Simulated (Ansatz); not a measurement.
**C₅H₈O₂: small, medium and large basis sets**

The task here is to estimate one member of a computed series from the others.

Method: one geometry, several basis sets; program: Ansatz 0.2.0, Gaussian basis.

Plan: PBE0-D4/def2-SVP; ωB97M-V/def2-SVP; PBE0-D4/def2-QZVPP; ωB97M-V/def2-QZVPP; the functionals' def2-TZVPP values are taken from earlier runs.

## Structure used throughout

All runs share one geometry, relaxed beforehand with PBE0-D4 in a triple-zeta def2 set.

SMILES `CC1CCC(=O)O1`, 15 atoms, charge 0, spin multiplicity 1.

Atoms are counted from 1 here; the program's logs count them from 0.

Bond lengths: C1–C2 1.512 Å, C1–H8 1.091 Å, C1–H9 1.092 Å, C1–H10 1.093 Å, C2–C3 1.532 Å, C2–O7 1.437 Å, C2–H11 1.092 Å, C3–C4 1.518 Å, C3–H12 1.092 Å, C3–H13 1.090 Å, C4–C5 1.513 Å, C4–H14 1.089 Å, C4–H15 1.094 Å, C5–O6 1.193 Å, C5–O7 1.350 Å. Angles: C2–C1–H8 110.5°, C2–C1–H9 110.1°, C2–C1–H10 111.1°, H8–C1–H9 108.5°, H8–C1–H10 108.2°, H9–C1–H10 108.3°, C1–C2–C3 114.1°, C1–C2–O7 109.6°, C1–C2–H11 110.0°, C3–C2–O7 104.9°, C3–C2–H11 111.8°, O7–C2–H11 106.0°, C2–C3–C4 102.6°, C2–C3–H12 110.1°, C2–C3–H13 111.8°, C4–C3–H12 110.3°, C4–C3–H13 113.9°, H12–C3–H13 108.0° and more.

The first run:

Contents of in.yaml:

```yaml
crystal:
  periodic: [false, false, false]
  atoms:
    - {symbol: C, position_ang: [0.566664, -1.719071, 0.035233]}
    - {symbol: C, position_ang: [0.895292, -0.250937, -0.110959]}
    - {symbol: C, position_ang: [-0.075638, 0.520918, -1.009932]}
    - {symbol: C, position_ang: [-1.098807, 1.046173, -0.018764]}
    - {symbol: C, position_ang: [-0.333375, 1.112618, 1.284819]}
    - {symbol: O, position_ang: [-0.631970, 1.683238, 2.288885]}
    - {symbol: O, position_ang: [0.803188, 0.393084, 1.170490]}
    - {symbol: H, position_ang: [1.201915, -2.179037, 0.793530]}
    - {symbol: H, position_ang: [0.728676, -2.236718, -0.913075]}
    - {symbol: H, position_ang: [-0.476150, -1.861542, 0.330731]}
    - {symbol: H, position_ang: [1.930876, -0.130238, -0.435364]}
    - {symbol: H, position_ang: [0.442098, 1.350274, -1.495988]}
    - {symbol: H, position_ang: [-0.499101, -0.114197, -1.788339]}
    - {symbol: H, position_ang: [-1.514193, 2.023773, -0.257373]}
    - {symbol: H, position_ang: [-1.939474, 0.361672, 0.126106]}
basis:
  gaussian: {orbitals: def2-SVP}
hamiltonian: {xc: pbe0, dispersion: d4}
output: {orbitals: {seedname: orbitals}}
```

Run with:

```
$ ansatz run in.yaml --threads 4 --pin off --events-out ev --progress --plain --max-ram 11315MiB
```

Among the steps run: PBE0-D4 in def2-SVP; ωB97M-V in def2-SVP; PBE0-D4 in def2-QZVPP; ωB97M-V in def2-QZVPP.

One table of the session follows, with a row left open; its other results are not shown here.

It belongs to the step «Functionals by basis». 

```
functional       basis  HOMO (eV)  LUMO (eV)
   PBE0-D4    def2-SVP          ?          ?
   PBE0-D4  def2-TZVPP      -7.76       0.31
   PBE0-D4  def2-QZVPP      -7.80       0.17
   ωB97M-V    def2-SVP     -10.03       2.73
   ωB97M-V  def2-TZVPP     -10.18       2.14
   ωB97M-V  def2-QZVPP     -10.21       1.52
```

Estimate the missing values for PBE0-D4, def2-SVP.

As computed: HOMO (eV): -7.63; LUMO (eV): 0.52. In the column «HOMO (eV)» it is the highest.
